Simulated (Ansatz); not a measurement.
# CH2BFN2, SMILES N=C1NB1F: a ladder of methods at one geometry

Computed with the Ansatz DFT code, driven from Python.

`ch2bfn2.xyz`
```text
7

N    -0.94300   -0.00570    1.47670
C    -0.19530   -0.07920    0.45780
N     0.99000   -0.64110   -0.14870
B     0.24720    0.28410   -0.96440
F    -0.09130    0.96280   -2.21510
H    -1.84190    0.65590    1.39100
H     1.89550   -1.24480   -0.04310
```

Run as a notebook:

```python
from pathlib import Path
import warnings

import ansatz as az
import numpy as np
```

```python
warnings.simplefilter('ignore', az.DeckWarning)
```

```python
mol = az.Crystal.molecule_from_extxyz('ch2bfn2.xyz')
```

```python
calculation = mol.calculation().basis(gaussian='cc-pVDZ')
```

```python
print('functional    E (Ha)        dipole (D)   HOMO (eV)  LUMO (eV)')
for name in ['r2scan0', 'r2scan', 'revpbe', 'blyp', 'lda']:
    report = calculation.functional(name).forces().orbitals().run(runs_dir='runs').report
    lines = Path(report['orbitals_path']).read_text().splitlines()
    field_of = lambda key: [line.split('=')[1].strip() for line in lines if line.startswith(key)]
    orbitals = [(27.211386 * float(e), s, float(n)) for e, s, n in zip(field_of('Ene='), field_of('Spin='), field_of('Occup='))]
    homo = max(e for e, _, n in orbitals if n > 0.5)
    lumo = min(e for e, _, n in orbitals if n < 0.5)
    dipole = 4.803205 * np.linalg.norm(report['charge_distribution']['dipole_moment_e_ang'])
    print(f'{name:10s} {report["free_energy_ev"] / 27.211386246:14.6f} {dipole:9.3f} {homo:11.3f} {lumo:10.3f}')
```

    functional    E (Ha)        dipole (D)   HOMO (eV)  LUMO (eV)
    r2scan0       -273.313589     1.852      -6.923     -0.318
    r2scan        -273.356521     1.757      -5.562     -1.224
    revpbe        -273.424082     1.666      -5.221     -1.375
    blyp          -273.437343     1.647      -5.116     -1.295
    lda           -271.343952     1.675      -5.317     -1.674

Reading the output:
- Total energies depend on the basis set; only differences at equal settings carry meaning.
- The geometry is a force-field or estimated start, not a minimum of this method, and the basis set is short of its limit. A lower total doesn't mark the better method: functionals have no common bound, and MP2 and coupled cluster aren't variational.
- Levels such as HOMO and LUMO are orbital energies: with these approximate functionals they aren't the ionisation energy and electron affinity, and their gap isn't the fundamental gap.
- Run time: 12 s on 1 thread of Arm Neoverse V2, on a shared host, peak memory 0.22 GiB.
